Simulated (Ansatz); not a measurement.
# Cl3FH3O2Ta: the cost of one run

All numbers below are computed with Ansatz 0.2.0 (RKS PBE-D4/def2-SVP).

### Step 1. The starting structure

Bond lengths: Ta1–Cl2 2.820 Å, Ta1–Cl3 2.470 Å, Ta1–F4 1.930 Å, Ta1–Cl5 2.470 Å, Ta1–O6 2.020 Å, O6–H7 1.010 Å, Ta1–O8 2.320 Å, O8–H9 1.010 Å. Angles (14 of 17 angles, heavy atoms first): Cl2–Ta1–Cl3 90.0°, Cl2–Ta1–F4 90.0°, Cl2–Ta1–Cl5 120.0°, Cl2–Ta1–O6 120.0°, Cl2–Ta1–O8 71.6°, Cl3–Ta1–F4 180.0°, Cl3–Ta1–Cl5 90.0°, Cl3–Ta1–O6 90.0°, Cl3–Ta1–O8 57.4°, F4–Ta1–Cl5 90.0°, F4–Ta1–O6 90.0°, F4–Ta1–O8 122.6°, Cl5–Ta1–O6 120.0°, Cl5–Ta1–O8 58.7°.

Structure file:

```xyz
10

Ta    0.0000    0.0000    0.0000
Cl    2.8200    0.0000    0.0000
Cl    0.0000    0.0000    2.4700
F     0.0000    0.0000   -1.9300
Cl   -1.2350    2.1390    0.0000
O    -1.0100   -1.7493    0.0000
H    -1.6563   -1.7655    0.7760
O     0.7315    1.8133    1.2487
H     1.0209    1.4979    2.1636
H     1.9721    1.2723    0.8762
```

### Step 2. A restrained relaxation towards end A

Springs on the bonds that form and break draw the guess towards this end; the thresholds are loose.

The input, input.yaml:

```yaml
crystal:
  periodic: [false, false, false]
  atoms:
    - { symbol: Ta, position_ang: [0.0, 0.0, 0.0] }
    - { symbol: Cl, position_ang: [2.82, 0.0, 0.0] }
    - { symbol: Cl, position_ang: [0.0, 0.0, 2.47] }
    - { symbol: F, position_ang: [0.0, 0.0, -1.93] }
    - { symbol: Cl, position_ang: [-1.235, 2.139, 0.0] }
    - { symbol: O, position_ang: [-1.01, -1.7493, 0.0] }
    - { symbol: H, position_ang: [-1.6563, -1.7655, 0.776] }
    - { symbol: O, position_ang: [0.7315, 1.8133, 1.2487] }
    - { symbol: H, position_ang: [1.0209, 1.4979, 2.1636] }
    - { symbol: H, position_ang: [1.9721, 1.2723, 0.8762] }
basis:
  gaussian: { orbitals: def2-SVP }
hamiltonian:
  xc: pbe
  dispersion: d4
relax:
  f_tol: 0.15
  max_steps: 25
  restrain:
    - { distance: [0, 7], at: 3.22, k: 30.0 }
    - { distance: [9, 1], at: 2.57, k: 30.0 }
    - { distance: [0, 1], at: 2.47, k: 30.0 }
    - { distance: [9, 7], at: 1.01, k: 30.0 }
```

On the command line:

```
$ ansatz run input.yaml --threads 4 --pin off --max-ram 5120MiB --backend cpu --events-out ev --progress --plain --runs-dir out
```

Q: Estimate wall time and peak memory on 4 threads of Arm Neoverse V2, shared host.

About 46 s, with a peak of 0.23 GiB.
